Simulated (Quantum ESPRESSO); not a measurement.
A Quantum ESPRESSO 7.5 run (PBE) on a crystal of composition Be2S lists these optical modes at the zone centre:

| symmetry | cm⁻¹ | components | active in |
| --- | --- | --- | --- |
| E | 179 | 2 | IR and Raman |
| B2 | 503 | 1 | IR and Raman |
| A1 | 539 | 1 | Raman |
| E | 570 | 2 | IR and Raman |

Task: How many atoms does the primitive cell hold, does the crystal have a centre of inversion, and what is its point group?

Result: 6 optical and 3 acoustic modes make 3 atoms. No label carries g or u, so there is no centre of inversion. The point group is -42m (space group P-4m2, No. 115).

The cell:

```
Be S
1.0
     3.15590    0.00000    0.00000
     0.00000    3.15590    0.00000
     0.00000    0.00000    3.96659
Be S
2 1
Direct
  0.00000 0.50000 0.17067
  0.50000 0.00000 0.82933
  0.50000 0.50000 0.50000
```

Caveat: the layers were relaxed without a dispersion term, so their spacing and the soft interlayer modes are unreliable.
